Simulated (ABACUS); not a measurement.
The system is Ba2Tl5V3O12.

```
Tl Ba V O
1.0
     8.15421    0.00000    0.00000
    -4.07711    7.06176    0.00000
     0.00000    0.00000    6.92128
Tl Ba V O
5 2 3 12
Direct
  0.50000 0.00000 0.50000
  0.00000 0.50000 0.50000
  0.50000 0.50000 0.50000
  0.33333 0.66667 0.22489
  0.66667 0.33333 0.77511
  0.00000 0.00000 0.23552
  0.00000 0.00000 0.76448
  0.50000 0.00000 0.00000
  0.00000 0.50000 0.00000
  0.50000 0.50000 0.00000
  0.33890 0.34334 0.81444
  0.65666 0.99556 0.81444
  0.00444 0.66110 0.81444
  0.34334 0.33890 0.18556
  0.99556 0.65666 0.18556
  0.66110 0.00444 0.18556
  0.66110 0.65666 0.18556
  0.34334 0.00444 0.18556
  0.99556 0.33890 0.18556
  0.65666 0.66110 0.81444
  0.00444 0.34334 0.81444
  0.33890 0.99556 0.81444
```

The cell was built by a generator and needn't be a form met in nature.

Alike in all runs: program ABACUS 3.10.1; functional PBE; potentials or basis PseudoDojo NC SR 0.4.1 PBE standard; cutoff 1361 eV; density cutoff 5442 eV; basis DZP LCAO (the cutoffs set its grid); k mesh 3 × 3 × 3; occupations fermi-dirac, width 0.05 eV.

Q: Only the start or the spin constraint differs. Which run ends lowest in energy?
A. collinear spin, ferromagnetic start of up to 2 μB; fixed moment 4.5
B. collinear spin, ferromagnetic start of up to 2 μB; fixed moment 3.5
C. collinear spin, ferromagnetic start of up to 2 μB; fixed moment 6
D. collinear spin, ferromagnetic start of up to 2 μB; fixed moment 1
E. collinear spin, ferromagnetic start of up to 2 μB; fixed moment 7
F. collinear spin, ferromagnetic start of up to 2 μB; fixed moment 2

A: D.

```tsv
start	free energy over the lowest (meV/atom)	net moment (μB)	site or absolute moments (μB)	gap
collinear spin, ferromagnetic start of up to 2 μB; fixed moment 7	118.0	7.00	Tl +0.25, +0.31; Ba +0.14; V +0.73; O +0.27	-
collinear spin, ferromagnetic start of up to 2 μB; fixed moment 3.5	31.9	3.50	Tl +0.17, +0.14; Ba +0.01; V +0.30; O +0.15	-
collinear spin, ferromagnetic start of up to 2 μB; fixed moment 2	8.5	2.00	Tl +0.13, +0.06; Ba -0.01; V +0.01; O +0.12	-
collinear spin, ferromagnetic start of up to 2 μB; fixed moment 4.5	50.2	4.50	Tl +0.18, +0.16; Ba +0.03; V +0.48; O +0.18	-
collinear spin, ferromagnetic start of up to 2 μB; fixed moment 6	84.6	6.00	Tl +0.21, +0.25; Ba +0.07; V +0.67; O +0.23	-
collinear spin, ferromagnetic start of up to 2 μB; fixed moment 1	0.0	1.00	Tl +0.07, +0.03; Ba -0.01; V -0.00; O +0.06	-
```

All polarised runs hold their moment fixed, so the table maps the energy against it. A still lower state may exist.

Caveats: the atomic orbitals were generated for these runs and aren't a published set; this release of the barium file is off; the basis of atomic orbitals isn't converged, which shifts pressures, moduli and gaps; the total moment is fixed, so each spin has its own Fermi level; the moment is held away from its start (some runs).
